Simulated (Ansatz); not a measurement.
# InGaSe: the cost of one run

Method: DFT PBE, scalar-relativistic, plane waves, PAW, unless a step names another level, in Ansatz 0.2.0.

11 further runs of the same task are left out: 2 that didn't finish, 9 set aside as unsound or not needed. Runs told in other sessions of the task aren't counted.

## (1) The formula and the candidates

Pauling electronegativities: In 1.78, Ga 1.81, Se 2.55 (spread 0.77). The formula balances with common oxidation states: Ga +1, In +1, Se -2, a formal count that means little at so small a spread. Tabulated atomic sizes suggest about 23 Å³/atom. 32 candidates were drawn, by swapping species into database cells of other compounds, at random by space group and Wyckoff sites, or by hand, as the table says:

```tsv
name	made from	space group no.	Wyckoff sites	atoms (primitive cell)	V (Å³/atom)
c01	random	115	In 2g; Ga 2e; Se 2f	6	27.4
c03	random	38	In 4c; Ga 4e; Se 2a, 2b	6	27.5
c04	database cell of EuZnSi	194	In 2d; Ga 2a; Se 2c	6	27.6
c05	random	139	In 4c; Ga 2a, 2b; Se 4e	6	26.4
c06	database cell of MnFeAs	129	In 2c; Ga 2a; Se 2c	6	21.0
c07	database cell of CaSnHg	186	In 2a; Ga 2b; Se 2b	6	24.1
c08	random	166	In 6c; Ga 6c; Se 6c	6	28.4
c09	database cell of EuAgSb	194	In 2a; Ga 2d; Se 2c	6	24.1
c10	database cell of VClO	59	In 2b; Ga 2a; Se 2a	6	23.8
c11	random	105	In 2c; Ga 2c; Se 2b	6	24.4
c12	random	12	In 2d; Ga 2c; Se 2a	3	24.0
c13	random	71	In 2a; Ga 2c; Se 2b	3	25.1
c14	database cell of TaSeS	156	In 1b; Ga 1a; Se 1c	3	22.9
c15	random	65	In 2d; Ga 2a; Se 2b	3	26.9
c16	database cell of BaSF	12	In 4i; Ga 4h; Se 4i	6	22.7
c17	random	71	In 2d; Ga 2a; Se 2b	3	23.1
c18	random	123	In 1a; Ga 1d; Se 1b	3	27.5
c19	database cell of LuSF	166	In 3b, 3a; Ga 6c; Se 6c	6	23.1
c20	database cell of NbCrN	99	In 1b, 1a; Ga 1a, 1b; Se 1a, 1b	6	21.3
c22	database cell of TbGaI	164	In 2c; Ga 2d; Se 2d	6	23.6
c23	random	44	In 2b; Ga 2b; Se 2a	3	25.1
c24	random	123	In 1d; Ga 1c; Se 1b	3	28.9
c25	random	38	In 2a, 2b; Ga 4e; Se 4d	6	27.7
c26	random	12	In 2d; Ga 2b; Se 2a	3	24.0
c27	random	156	In 1b; Ga 1a; Se 1a	3	29.2
c28	random	139	In 4c; Ga 4d; Se 4e	6	27.4
c29	database cell of BiOF	31	In 2a; Ga 2a; Se 2a	6	21.1
c30	database cell of SmZnSi	187	In 1a; Ga 1f; Se 1d	3	25.9
c31	random	123	In 1a; Ga 1c; Se 1d	3	25.9
c32	random	187	In 1b; Ga 1f; Se 1d	3	25.6
c33	database cell of SrLiP	187	In 1e; Ga 1d; Se 1b	3	26.6
c34	random	160	In 3a; Ga 3a; Se 3a	3	26.9
```

## (2) Screening run of c04

File input.yaml:

```yaml
crystal:
  lattice:
    - [4.56854328, 0.0, 0.0]
    - [-2.28427164, 3.95647454, 0.0]
    - [0.0, 0.0, 9.14983021]
  atoms:
    - { symbol: In, position: [0.33333333, 0.66666667, 0.75] }
    - { symbol: In, position: [0.66666667, 0.33333333, 0.25] }
    - { symbol: Ga, position: [0.0, 0.0, 0.0] }
    - { symbol: Ga, position: [0.0, 0.0, 0.5] }
    - { symbol: Se, position: [0.33333333, 0.66666667, 0.25] }
    - { symbol: Se, position: [0.66666667, 0.33333333, 0.75] }
basis:
  ecutwfc: 420
kpoints:
  mp_grid: { grid: [3, 3, 2] }
hamiltonian:
  xc: pbe
scf:
  occupations: { method: gaussian, width: 0.15 }
  lower_state_search: "off"
output:
  forces: true
  stress: true
  eigenvalues: true
relax:
  adjacent_minimum: "off"
  f_tol: 0.08
  max_steps: 16
  cell: { stress_tol: 0.8 }
```

Launch:

```bash
ansatz run input.yaml --threads 1 --pin off --max-ram 2560MiB --backend cpu --events-out ev --progress --plain --runs-dir out
```

Q: Estimate wall time and peak memory on 1 thread of Intel Xeon Platinum 8375C at 2.90GHz (Ice Lake), shared host.

About 11 s, with a peak of 0.52 GiB.
